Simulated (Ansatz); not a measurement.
# Alloy of GaAs and InP (22 of 32 As sites, 22 of 32 Ga sites exchanged), 64 atoms, part 2 of 2

Ansatz 0.2.0, PAW. The steps go on from the part before.

### Step 3. HSE06 on the final geometry

The input, in.yaml:

```yaml
crystal:
  lattice:
    - [11.609212, 0.000000, 0.000000]
    - [0.000000, 11.609212, 0.000000]
    - [0.000000, 0.000000, 11.609212]
  atoms:
    - { symbol: In, position: [0.999644, 0.999415, 0.003841] }
    - { symbol: In, position: [0.992050, 0.501167, 0.496253] }
    - { symbol: In, position: [0.498703, 0.002256, 0.000818] }
    - { symbol: In, position: [0.501685, 0.499126, 0.007762] }
    - { symbol: In, position: [0.251258, 0.251253, 0.498537] }
    - { symbol: In, position: [0.254486, 0.750925, 0.007795] }
    - { symbol: In, position: [0.254403, 0.752310, 0.498598] }
    - { symbol: In, position: [0.749804, 0.256029, 0.007102] }
    - { symbol: In, position: [0.749543, 0.744958, 0.004308] }
    - { symbol: In, position: [0.253120, 0.994447, 0.252145] }
    - { symbol: In, position: [0.258348, 0.006380, 0.746496] }
    - { symbol: In, position: [0.255241, 0.498492, 0.251309] }
    - { symbol: In, position: [0.246927, 0.497056, 0.751866] }
    - { symbol: In, position: [0.746028, 0.998850, 0.258565] }
    - { symbol: In, position: [0.742552, 0.001546, 0.740904] }
    - { symbol: In, position: [0.749803, 0.500654, 0.741896] }
    - { symbol: In, position: [0.995110, 0.256098, 0.252984] }
    - { symbol: In, position: [0.999116, 0.255976, 0.749359] }
    - { symbol: In, position: [0.992019, 0.750236, 0.255940] }
    - { symbol: In, position: [0.997672, 0.743869, 0.747167] }
    - { symbol: In, position: [0.505306, 0.255222, 0.251514] }
    - { symbol: In, position: [0.506937, 0.752775, 0.739854] }
    - { symbol: Ga, position: [0.991817, 0.999244, 0.492465] }
    - { symbol: Ga, position: [0.994610, 0.494959, 0.000917] }
    - { symbol: Ga, position: [0.508050, 0.996478, 0.500778] }
    - { symbol: Ga, position: [0.511121, 0.503324, 0.493297] }
    - { symbol: Ga, position: [0.253110, 0.256220, 0.993766] }
    - { symbol: Ga, position: [0.745024, 0.250075, 0.499313] }
    - { symbol: Ga, position: [0.740770, 0.745444, 0.490117] }
    - { symbol: Ga, position: [0.748195, 0.503522, 0.254408] }
    - { symbol: Ga, position: [0.499500, 0.245187, 0.742738] }
    - { symbol: Ga, position: [0.504773, 0.746918, 0.257265] }
    - { symbol: As, position: [0.134047, 0.133832, 0.120816] }
    - { symbol: As, position: [0.115261, 0.118592, 0.616224] }
    - { symbol: As, position: [0.115657, 0.618258, 0.122788] }
    - { symbol: As, position: [0.389262, 0.379107, 0.621226] }
    - { symbol: As, position: [0.868241, 0.868834, 0.607557] }
    - { symbol: As, position: [0.386284, 0.117909, 0.380902] }
    - { symbol: As, position: [0.379618, 0.627402, 0.873068] }
    - { symbol: As, position: [0.871101, 0.125357, 0.874680] }
    - { symbol: As, position: [0.128813, 0.874978, 0.872614] }
    - { symbol: As, position: [0.617999, 0.368949, 0.866113] }
    - { symbol: P, position: [0.125258, 0.621687, 0.620276] }
    - { symbol: P, position: [0.626447, 0.125134, 0.128106] }
    - { symbol: P, position: [0.617270, 0.130250, 0.614716] }
    - { symbol: P, position: [0.625032, 0.624020, 0.141507] }
    - { symbol: P, position: [0.627605, 0.625758, 0.609466] }
    - { symbol: P, position: [0.369928, 0.367115, 0.120214] }
    - { symbol: P, position: [0.386971, 0.866042, 0.135967] }
    - { symbol: P, position: [0.384980, 0.884009, 0.617239] }
    - { symbol: P, position: [0.870665, 0.391005, 0.129963] }
    - { symbol: P, position: [0.866821, 0.367641, 0.615494] }
    - { symbol: P, position: [0.871077, 0.876650, 0.128543] }
    - { symbol: P, position: [0.377001, 0.139754, 0.872916] }
    - { symbol: P, position: [0.388713, 0.623808, 0.375071] }
    - { symbol: P, position: [0.870235, 0.128061, 0.385389] }
    - { symbol: P, position: [0.858484, 0.625247, 0.374473] }
    - { symbol: P, position: [0.878033, 0.614569, 0.879506] }
    - { symbol: P, position: [0.125111, 0.378313, 0.376142] }
    - { symbol: P, position: [0.121978, 0.375951, 0.886794] }
    - { symbol: P, position: [0.116719, 0.879701, 0.379944] }
    - { symbol: P, position: [0.634697, 0.381499, 0.378399] }
    - { symbol: P, position: [0.618321, 0.868140, 0.380913] }
    - { symbol: P, position: [0.625794, 0.873966, 0.874801] }
kpoints:
  mp_grid: { grid: [1, 1, 1] }
hamiltonian:
  xc: hse06
scf:
  occupations: { method: fermi_dirac, width: 0.01 }
output:
  forces: true
  eigenvalues: true
  populations: true
  eigenstates: { kpoints: [[0, 0, 0]], e_range: [-6.0, 6.0], localisation: true }
```

The run is started by

```console
> ansatz run in.yaml --threads 4 --pin off --max-ram 42750MiB --runs-dir r --events-out ev --progress --plain --backend cuda --devices 0, --max-vram 37GiB
```

Output:

```text
Pseudopotentials: kind: paw
Functional definition: HSE06
  parameter a = 0.25
  parameter omega = 0.11/bohr
  exchange = pbe_x - a*pbe_x_sr(omega) + a*exact_x_sr(omega)
  correlation = pbe_c
Crystal: 64 atoms, lattice volume = 1564.618 Å³
Basis set: ecut = 420 eV, 30647 PW (Γ), exchange–correlation on 160×160×160 points (8 copies of the dense FFT grid, shifted against one another)
Bands: 406, of which v1, the nominal top of the filled ones, is band 338 counted from 1 (337 counted from 0)
Symmetry: 1 space group operations
Space group: P1 (ITA 1), of the structure as read, at distance tolerance 1.2e-4 Å
k-points: 1
Non-local potential: In, projectors of the file, l = 0: 2, l = 1: 2, l = 2: 2, l = 3: 2
Non-local potential: Ga, projectors of the file, l = 0: 2, l = 1: 2, l = 2: 3, l = 3: 1
Non-local potential: As, projectors of the file, l = 0: 2, l = 1: 2, l = 2: 3, l = 3: 1
Non-local potential: P, projectors of the file, l = 0: 2, l = 1: 2, l = 2: 2
PAW form: soft (Blöchl's): semilocal exchange-correlation on the pseudo side does not see the compensation charge
PAW frozen core: In, regenerated for the run's functional, and the local potential with it (the file was generated under x = pbe(κ = 0.804, μ = 0.2195149727645171), c = pbe(β = 0.06672455060314922))
PAW frozen core: Ga, regenerated for the run's functional, and the local potential with it (the file was generated under x = pbe(κ = 0.804, μ = 0.2195149727645171), c = pbe(β = 0.06672455060314922))
PAW frozen core: As, regenerated for the run's functional, and the local potential with it (the file was generated under x = pbe(κ = 0.804, μ = 0.2195149727645171), c = pbe(β = 0.06672455060314922))
PAW frozen core: P, regenerated for the run's functional, and the local potential with it (the file was generated under x = pbe(κ = 0.804, μ = 0.2195149727645171), c = pbe(β = 0.06672455060314922))
PAW one-centre angular grid: In, 590 points (default); XC on 64 Gauss nodes
PAW one-centre angular grid: Ga, 590 points (default); XC on 64 Gauss nodes
PAW one-centre angular grid: As, 590 points (default); XC on 64 Gauss nodes
PAW one-centre angular grid: P, 110 points (default); XC on 64 Gauss nodes
Initial density: superposition of atomic densities (neutral atoms: chi_scale 0, normalization atom), corrected by the library's trained network
Initial wavefunctions: pseudopotential atomic-orbital guess
Functional: x = pbe(κ = 0.804, μ = 0.2195149727645171), c = pbe(β = 0.06672455060314922), warm-up for x = pbe(κ = 0.804, μ = 0.2195149727645171) + 0.25 (exact − pbe) at short range (hse, ω = 0.20786987370883472 Å⁻¹), c = pbe(β = 0.06672455060314922); HSE06 as pw.x's `hse` composes it (authors' and Libxc's form: `xc: wpbeh`)
SCF iter   1: F=—  HF=-226181.161771 eV  |F-HF|=—  |Δ(HF+E_count)|=         —  Δρ=1.65e-3  dr2=4.10e-2  ethr=1.77e-3  ⟨swp⟩=20.0  Hψ=1968  notcnv=3
preconditioner: auto → none  [insulator: Δε(μ)=0.457 eV  Ē_g=13.600 eV  σ=0.010 eV  W_gap=1.00  n_scr=364 (ndim 8)  ℏωp=22.5 eV  f_vac=0.035  D(μ)=0.00/eV (n_scr^D=0)]
SCF iter   2: F=—  HF=-226181.165793 eV  |F-HF|=—  |Δ(HF+E_count)|=   4.02e-3  Δρ=6.79e-4  dr2=1.66e-2  ethr=6.07e-6  ⟨swp⟩=18.0  Hψ=1716  notcnv=0  defer=10
SCF iter   3: F=—  HF=-226181.164506 eV  |F-HF|=—  |Δ(HF+E_count)|=   1.29e-3  Δρ=4.04e-4  dr2=6.62e-3  ethr=2.46e-6  ⟨swp⟩=7.0  Hψ=1178  notcnv=0  defer=24
SCF iter   4: F=—  HF=-226181.164321 eV  |F-HF|=—  |Δ(HF+E_count)|=   1.85e-4  Δρ=2.46e-4  dr2=1.96e-3  ethr=9.80e-7  ⟨swp⟩=10.0  Hψ=1161  notcnv=0  defer=25
iter 5 solved again at ethr=2.78e-8 eV; its pass at ethr=2.91e-7 eV (dr2=1.88e-4 eV) is discarded
SCF iter   5: F=—  HF=-226181.164165 eV  |F-HF|=—  |Δ(HF+E_count)|=   1.56e-4  Δρ=1.21e-4  dr2=1.72e-4  ethr=2.78e-8  ⟨swp⟩=8.0  Hψ=1863  notcnv=0  defer=7
eigensolver tolerance schedule: the retry pair's looser diagonalisation over-reported the residual by 0.09 of it (diagonalisation noise at 0.10 of the residual, at the tolerance the schedule requests for it); recorded, not acted on — ethr = c·dr2/N_el stays at c = 1.0e-1
SCF iter   6: F=—  HF=-226181.164234 eV  |F-HF|=—  |Δ(HF+E_count)|=   6.94e-5  Δρ=4.18e-5  dr2=3.88e-5  ethr=2.54e-8  ⟨swp⟩=7.0  Hψ=928  notcnv=0  defer=8
SCF iter   7: F=-226181.164242 eV  HF=-226181.164249 eV  |F-HF|=7.16e-6  |Δ(HF+E_count)|=   1.48e-5  Δρ=1.47e-5  dr2=1.20e-5  ethr=5.73e-9  ⟨swp⟩=7.0  Hψ=916  notcnv=0  defer=7
SCF 1 stopped early in 7 iterations: F = -226181.164242 eV  dr2 = 1.20e-5
Initial density: handed on by an earlier stage of this run
Initial wavefunctions: those handed on with the density
Functional: x = pbe(κ = 0.804, μ = 0.2195149727645171) + 0.25 (exact − pbe) at short range (hse, ω = 0.20786987370883472 Å⁻¹), c = pbe(β = 0.06672455060314922); HSE06 as pw.x's `hse` composes it (authors' and Libxc's form: `xc: wpbeh`)
Exchange kernel: α = 0.2500, screened, ω = 0.2079 Å⁻¹, Wigner–Seitz truncation, v(0) = 968.2817 eV·Å³, q-mesh 1×1×1, nearest image of the exchange supercell L = 11.61 Å, pair-density grid 54×54×54, without the augmentation charges, whose exchange is taken in its separable form (sized by the pseudopotential files, 80×80×80 at the most)
Frozen-core exchange: fock
SCF iter   1: F=—  HF=-226298.928202 eV  |F-HF|=—  |Δ(HF+E_count)|=         —  Δρ=8.16e-3  dr2=4.84e-1  ethr=1.77e-8  ⟨swp⟩=20.0  Hψ=3110  notcnv=3
preconditioner: auto → none  [insulator: Δε(μ)=1.231 eV  Ē_g=15.798 eV  σ=0.010 eV  W_gap=1.00  n_scr=364 (ndim 8)  ℏωp=22.5 eV  f_vac=0.036  D(μ)=0.00/eV (n_scr^D=0)]
SCF iter   2: F=—  HF=-226298.687153 eV  |F-HF|=—  |Δ(HF+E_count)|=   2.41e-1  Δρ=2.16e-3  dr2=7.29e-2  ethr=1.77e-8  ⟨swp⟩=6.0  Hψ=2068  notcnv=0
SCF iter   3: F=—  HF=-226298.901256 eV  |F-HF|=—  |Δ(HF+E_count)|=   2.14e-1  Δρ=2.10e-3  dr2=3.83e-2  ethr=1.77e-8  ⟨swp⟩=6.0  Hψ=2099  notcnv=0
SCF iter   4: F=—  HF=-226298.896562 eV  |F-HF|=—  |Δ(HF+E_count)|=   4.69e-3  Δρ=6.98e-4  dr2=1.46e-2  ethr=1.77e-8  ⟨swp⟩=6.0  Hψ=1871  notcnv=0
SCF iter   5: F=—  HF=-226298.896990 eV  |F-HF|=—  |Δ(HF+E_count)|=   4.27e-4  Δρ=4.06e-4  dr2=1.57e-2  ethr=1.77e-8  ⟨swp⟩=6.0  Hψ=1808  notcnv=0
SCF iter   6: F=—  HF=-226298.894568 eV  |F-HF|=—  |Δ(HF+E_count)|=   2.42e-3  Δρ=1.30e-4  dr2=1.44e-3  ethr=1.77e-8  ⟨swp⟩=5.0  Hψ=1550  notcnv=0
SCF iter   7: F=—  HF=-226298.899360 eV  |F-HF|=—  |Δ(HF+E_count)|=   4.79e-3  Δρ=1.73e-4  dr2=7.01e-4  ethr=1.77e-8  ⟨swp⟩=6.0  Hψ=1641  notcnv=0
SCF iter   8: F=-226298.899141 eV  HF=-226298.899159 eV  |F-HF|=1.84e-5  |Δ(HF+E_count)|=   2.00e-4  Δρ=3.27e-5  dr2=4.44e-5  ethr=1.77e-8  ⟨swp⟩=5.0  Hψ=1012  notcnv=0
SCF 2 stopped early in 8 iterations: F = -226298.899141 eV  dr2 = 4.44e-5
  Residual-converged pass: ⟨swp⟩=4.0  Hψ=1224  notcnv=0  max |occ|·‖R‖ = 6.2e-6 eV (tolerance 6.7e-6 eV)  dr2=4.42e-5  dr2_onsite=2.40e-6  max |Δocc| = 0.0e0
[... from here the SCF cycle lines were not kept, up to the last twenty ...]
hybrid outer 1: dexx = +2.487e-1 eV, tail = 6.43e-4 eV
SCF iter   1: F=—  HF=-226298.895449 eV  |F-HF|=—  |Δ(HF+E_count)|=         —  Δρ=4.95e-5  dr2=4.75e-5  ethr=4.76e-7  ⟨swp⟩=13.0  Hψ=1051  notcnv=0
preconditioner: auto → none  [insulator: Δε(μ)=1.281 eV  Ē_g=15.721 eV  σ=0.010 eV  W_gap=1.00  n_scr=364 (ndim 8)  ℏωp=22.5 eV  f_vac=0.036  D(μ)=0.00/eV (n_scr^D=0)]
SCF iter   2: F=—  HF=-226298.895454 eV  |F-HF|=—  |Δ(HF+E_count)|=   4.86e-6  Δρ=2.15e-5  dr2=9.51e-6  ethr=6.04e-9  ⟨swp⟩=4.0  Hψ=1221  notcnv=0
SCF iter   3: F=—  HF=-226298.895470 eV  |F-HF|=—  |Δ(HF+E_count)|=   1.58e-5  Δρ=1.61e-5  dr2=6.66e-6  ethr=1.04e-9  ⟨swp⟩=7.0  Hψ=1253  notcnv=0  defer=12
SCF iter   4: F=—  HF=-226298.895468 eV  |F-HF|=—  |Δ(HF+E_count)|=   1.18e-6  Δρ=4.59e-6  dr2=2.10e-6  ethr=9.43e-10  ⟨swp⟩=6.0  Hψ=892  notcnv=0  defer=9
SCF iter   5: F=—  HF=-226298.895468 eV  |F-HF|=—  |Δ(HF+E_count)|=   3.77e-7  Δρ=2.83e-6  dr2=2.12e-7  ethr=2.69e-10  ⟨swp⟩=7.0  Hψ=879  notcnv=0  defer=9
SCF iter   6: F=—  HF=-226298.895468 eV  |F-HF|=—  |Δ(HF+E_count)|=   4.35e-7  Δρ=2.15e-6  dr2=1.96e-7  ethr=2.25e-11  ⟨swp⟩=10.0  Hψ=1414  notcnv=0  defer=10
SCF iter   7: F=-226298.895468 eV  HF=-226298.895468 eV  |F-HF|=1.20e-8  |Δ(HF+E_count)|=   4.32e-8  Δρ=5.30e-7  dr2=1.56e-8  ethr=2.25e-11  ⟨swp⟩=6.0  Hψ=861  notcnv=0  defer=5
SCF 3 converged in 7 iterations: F = -226298.895468 eV  dr2 = 1.56e-8
  Residual-converged pass: ⟨swp⟩=4.0  Hψ=890  notcnv=0  max |occ|·‖R‖ = 2.5e-6 eV (tolerance 2.5e-6 eV)  dr2=1.51e-8  dr2_onsite=7.14e-10  max |Δocc| = 0.0e0
hybrid outer 2: dexx = +1.829e-5 eV, tail = 2.59e-7 eV, Δε = 4.22e-3 eV (about 1.13e-4 eV left of the loop's levels), ΔF = 5.67e-3 eV/Å (tail 6.62e-4)
NSCF: frozen V_eff on 1 k-points
hybrid SCF converged: 2 outer / 15 inner (+7 warm-up), last move |dexx| = 1.83e-5 eV, tail = 2.59e-7 eV
Stability not checked: this state was not tested for a lower state beside it, because the functional holds exact exchange (a hybrid, or Hartree-Fock), whose exchange loop this test does not read (fock_operator; see scf.lower_state_search)
Free energy (F): -226298.895467 eV
Harris-Foulkes:  -226298.895467 eV  (|F-HF|=1.20e-8)
Internal energy: -226298.895467 eV  (E = F + TS)
E sigma→0 (E₀):  -226298.895467 eV
Fermi energy:    7.628705 eV
--- Per-component energies (eV) ---
  E_band       = -5715.474243
  E_kinetic    = 9087.079733
  E_local      = -75108.047574  (includes V_loc(G=0)·N_el)
  E_nonlocal   = 6384.885139
  E_hartree    = 34504.155413
  E_xc         = -6048.940485
  E_vxc        = -3922.510349  (∫ρ·V_xc dr)
  E_exx        = -1985.086528  (= α·E_x^exact, valence–valence)
  E_paw        = -141889.801304  (= ΣΔE_a)
  E_vpaw       = -7195.012725  (= ΣTr[D̂ρ^β])
  E_aug_tail   = -0.000411  (compensation charges beyond the density's cutoff)
  E_ewald      = -51246.242132
  E_core_change = 3.102707  (= ΣΔE_core)
  E_smearing   = -0.000000  (= −TS)
  E_closure    = -0.000025  (closes the sum)
  Σ components = -226298.895467   (vs F -226298.895467, Δ=0.00e0)
--- Forces (eV/Å), atoms counted from 1 ---
  atom   1  In    -0.01017417    -0.00192801    -0.05840365
  atom   2  In    -0.01290960    -0.03837121    -0.01340787
  atom   3  In     0.01783426    -0.02198748    -0.00688495
  atom   4  In    -0.03436810    -0.04024427    -0.04332789
  atom   5  In    -0.00065216    -0.03289387    -0.01700920
  atom   6  In    -0.03723723    -0.06195439    -0.04969081
  atom   7  In    -0.01787225    -0.00757806    -0.00964952
  atom   8  In    -0.04873499    -0.03322080    -0.07427661
  atom   9  In    -0.01050416     0.00113022    -0.02300894
  atom  10  In     0.00686729     0.01090641     0.01513362
  atom  11  In    -0.07851814    -0.02360275    -0.03867987
  atom  12  In    -0.02974328    -0.02539306    -0.04267226
  atom  13  In     0.01538817     0.01585452    -0.02870843
  atom  14  In    -0.02281189    -0.01243879    -0.02574455
  atom  15  In     0.02858268    -0.02548403    -0.00418341
  atom  16  In    -0.03687924    -0.07617414    -0.00356839
  atom  17  In     0.01354868    -0.02595399    -0.01637430
  atom  18  In    -0.05502062    -0.08501405    -0.02804811
  atom  19  In    -0.01845555    -0.02443959    -0.04353513
  atom  20  In    -0.00761038     0.01309498    -0.03101266
  atom  21  In    -0.02327629    -0.03628053    -0.01485597
  atom  22  In    -0.04282133    -0.03880002     0.00060825
  atom  23  Ga     0.01141199    -0.01947345     0.04713880
  atom  24  Ga     0.01607102     0.04085250     0.00188609
  atom  25  Ga    -0.05491225     0.03010708    -0.03096720
  atom  26  Ga    -0.02792570    -0.00035866     0.01492033
  atom  27  Ga    -0.03072064    -0.02886712     0.01735017
  atom  28  Ga     0.00534561    -0.01050176     0.00828059
  atom  29  Ga     0.03174277     0.02224810     0.01815303
  atom  30  Ga    -0.01968258     0.01134605    -0.00766207
  atom  31  Ga     0.01500043     0.04156420    -0.00013116
  atom  32  Ga    -0.01442499     0.00300001     0.00533342
  atom  33  As     0.00633741     0.02129126     0.01071462
  atom  34  As     0.04601920     0.02931777     0.04227978
  atom  35  As     0.04961999     0.04392134     0.03363497
  atom  36  As    -0.00963647    -0.00657681     0.00314253
  atom  37  As     0.05132270     0.04773228     0.04106126
  atom  38  As    -0.00872691    -0.01540480    -0.00871620
  atom  39  As    -0.00061471     0.02430581     0.02808018
  atom  40  As     0.02144920     0.03105164     0.00494439
  atom  41  As     0.00192654     0.00355118     0.01797356
  atom  42  As     0.07255201     0.03212320     0.05519147
  atom  43  P      0.02181773     0.03839506     0.02303503
  atom  44  P     -0.00147251     0.01042212     0.01319580
  atom  45  P      0.05702680     0.03685548     0.03079514
  atom  46  P     -0.00746259    -0.01667355    -0.00811085
  atom  47  P     -0.00844986     0.00696157     0.00048337
  atom  48  P      0.06550823     0.07966161     0.04160666
  atom  49  P      0.01586807     0.02165968     0.01326744
  atom  50  P     -0.01899716    -0.02629674    -0.01008457
  atom  51  P      0.00167249    -0.00803950     0.00451377
  atom  52  P      0.03403815     0.04815903     0.04796434
  atom  53  P      0.00992848    -0.00368304     0.00467413
  atom  54  P     -0.00644001     0.00674161     0.00889777
  atom  55  P      0.00550637    -0.00088858    -0.00008017
  atom  56  P     -0.00824732     0.00899117    -0.00802780
  atom  57  P      0.04564653     0.02285484     0.01967210
  atom  58  P      0.00877595     0.01777819     0.01834203
  atom  59  P     -0.00082452     0.01738754     0.00856092
  atom  60  P      0.01313986    -0.00533139     0.00792514
  atom  61  P      0.01606494    -0.00067510     0.02399541
  atom  62  P     -0.02574471    -0.01537233    -0.01386025
  atom  63  P     -0.00125776     0.00303255    -0.01191807
  atom  64  P      0.02706873     0.02753647     0.04003047
  max |Σ_I F_I| component: 1.86e-4 eV/Å
--- Band table (eV) ---
  k-point 0: bands = [... 326 lower levels ..., "5.8384", "5.8893", "5.9326", "5.9679", "6.0091", "6.0257", "6.0472", "6.0649", "6.1014", "6.9220", "6.9522", "6.9881", "8.2690", "8.8368", "8.8996", "9.0078", "9.0453", "9.1190", "9.1427", "9.1981", "9.5598", "9.5876", "9.6682", "9.8286", ... 56 higher levels ...]
--- Löwdin populations: 64 sites ---
  site symbol       q [e]
     0     In     12.6475
     1     In     12.6344
     2     In     12.6132
     3     In     12.6433
     4     In     12.6511
     5     In     12.6525
     6     In     12.6161
     7     In     12.6488
     8     In     12.6214
     9     In     12.6475
    10     In     12.6434
    11     In     12.6443
    12     In     12.6391
    13     In     12.6368
    14     In     12.6392
    15     In     12.6455
    16     In     12.6280
    17     In     12.6436
    18     In     12.6480
    19     In     12.6359
    20     In     12.6444
    21     In     12.6429
    22     Ga     12.8581
    23     Ga     12.8566
    24     Ga     12.8752
    25     Ga     12.8584
    26     Ga     12.8568
    27     Ga     12.8573
    28     Ga     12.8855
    29     Ga     12.8788
    30     Ga     12.8634
    31     Ga     12.8685
    32     As     15.2697
    33     As     15.2712
    34     As     15.2720
    35     As     15.2110
    36     As     15.2113
    37     As     15.2702
    38     As     15.3345
    39     As     15.3329
    40     As     15.3325
    41     As     15.2706
    42      P      5.3197
    43      P      5.3199
    44      P      5.1384
    45      P      5.1950
    46      P      5.1891
    47      P      5.2549
    48      P      5.2605
    49      P      5.2524
    50      P      5.1985
    51      P      5.2555
    52      P      5.3190
    53      P      5.1966
    54      P      5.1950
    55      P      5.1962
    56      P      5.1906
    57      P      5.2569
    58      P      5.3193
    59      P      5.1957
    60      P      5.2563
    61      P      5.1374
    62      P      5.1348
    63      P      5.3202
  spilling = 0.002066 (of n_electrons = 676.000000)
```

It took 48 s on 1 × NVIDIA H100 80GB HBM3 with 4 threads of AMD EPYC 7R13, shared host; peak host memory 4.6 GiB.

Spacing of the frontier levels at the Γ point alone: 1.28 eV (6.988 to 8.269 eV).

Frontier states and how far they spread:

| level (eV) | spin | filling | atoms sharing it | main element | its share | largest atom |
| --- | --- | --- | --- | --- | --- | --- |
| -0.07 | both | 2.00 | 43.1 | P | 0.47 | – |
| -0.04 | both | 2.00 | 40.8 | P | 0.46 | – |
| 0.00 | both | 2.00 | 35.5 | As | 0.40 | – |
| 1.28 | both | 0.00 | 54.1 | In | 0.35 | – |
| 1.85 | both | 0.00 | 51.5 | P | 0.34 | – |

On these atoms HSE06 leaves forces up to 0.11 eV/Å (on P48), as they were relaxed at another level of theory (and may have been on other k points).

### Step 4. What came out

The summary covers parts 1 to 2. Changes of volume or cell count from the first structure of part 1.

```
             level        time   k points  top filled to lowest empty (eV)
PBEsol, relaxation  12 s (GPU)  (¼, ¼, ¼)                             1.21
             HSE06  48 s (GPU)          Γ                             1.28
```

```
     quantity                                                                         value
   relaxation                                              6 recorded steps, 3.39 eV gained
largest shift                                                                  0.22 Å (P51)
 relaxed cell  a = 11.609 Å, b = 11.609 Å, c = 11.609 Å, α = 90.00°, β = 90.00°, γ = 90.00°
   mean bonds                            As–Ga 2.464, As–In 2.597, Ga–P 2.400, In–P 2.544 Å
```

**Reading.** Relaxation gains 3.39 eV, with shifts up to 0.22 Å (P51), while the volume changes by -0.3 %. The mean lengths of the listed bonds run from Ga–P 2.40 Å to As–In 2.60 Å. The relaxation ran on other k points, so part of any difference from the later rows can come from the mesh. No spin–orbit coupling is included; with elements this heavy it would shift the edges. With one k point the spacing samples only the states that fold onto it, so it can exceed the gap over the zone.
